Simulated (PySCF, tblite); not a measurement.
# C₄H₈BF₂ radical: geometry, infrared bands and EPR parameters

What infrared bands and EPR parameters should C₄H₈BF₂ radical (`C[C@H](BF)[CH]CF`) show?

The runs use tblite 0.8.0 and PySCF 2.14.0, with density-fitted response routines of our own; the level of theory stands in each step. All values are computed, except where a source is named. Atoms are numbered from 0 throughout.

**1. The starting structure**

15 atoms, charge 0, multiplicity 2; geometry from: force field or distance geometry start.

Bonds of the start (Å): C0–C1 1.52, C1–B2 1.56, B2–F3 1.45, C1–C4 1.48, C4–C5 1.50, C5–F6 1.38, C0–H7 1.10, C0–H8 1.09, C0–H9 1.14, C1–H10 1.12, B2–H11 1.19, C4–H12 1.09, C5–H13 1.11, C5–H14 1.13.

**2. Relaxing the molecule with GFN2-xTB**

The job: settings as JSON, then the geometry in Å.

```
{"job": {"kind": "relax", "xc": "GFN2-xTB", "basis": "xTB"}, "charge": 0, "multiplicity": 2}
C     -0.591300    -1.100500     0.699700
C     -0.465700     0.298300     0.131300
B     -1.842300     0.848600    -0.359200
F     -2.438300     2.001800     0.289800
C      0.604600     0.338400    -0.895600
C      1.899200    -0.078600    -0.266800
F      1.998500    -1.450200    -0.411800
H     -0.974300    -1.819300    -0.044300
H      0.347900    -1.377700     1.181700
H     -1.419900    -1.043300     1.481800
H     -0.161800     0.952100     0.983900
H     -2.274700     0.613700    -1.441600
H      0.666600     1.261200    -1.475000
H      2.810500     0.369700    -0.724400
H      1.836700     0.193700     0.828300
```

Started as:

```bash
$ OMP_NUM_THREADS=1 python probes_run.py task.json out
```

The driver reads the jobs from task.json and runs them one after another.

**Question.** This job is followed by: GFN2-xTB harmonic vibrations, gas phase; UKS B3LYP, pcH-1 on B C F H, non-relativistic, mean-field spin-orbit, GIAO. Predict these results of the whole session: strongest single infrared mode (GFN2-xTB); zero-point energy (GFN2-xTB); g(iso) (B3LYP); ⟨S²⟩; largest a(iso); surface potential, 1st and 99th percentile.

As calculated:

```
                                 quantity                  value
strongest single infrared mode (GFN2-xTB)  1138 cm⁻¹, 214 km/mol
             zero-point energy (GFN2-xTB)          71.7 kcal/mol
                           g(iso) (B3LYP)                2.00462
                                     ⟨S²⟩     0.752 (exact 0.75)
                           largest a(iso)     1H on H8, 91.8 MHz
    surface potential, 1st and 99th percentile     -1.04 V and 1.07 V
```

In words: Relaxing lowered the energy by 1.731 eV in 191 steps; the close pair that moved most is B2–C4, from 2.556 to 1.663 Å. All 39 modes are real, so the xTB geometry is a minimum. The strongest single mode, at 1138 cm⁻¹, moves mainly B2. Unscaled tight-binding wavenumbers are off by several per cent, some by more. Its intensities can rank the bands wrongly. The structure rearranged or came apart on optimisation; the results belong to the end geometry, not to the formula as drawn. The largest spin populations lie on C1 (0.43 e), B2 (0.30 e). The isotropic g lies 2.3 ppt above the free-electron value.
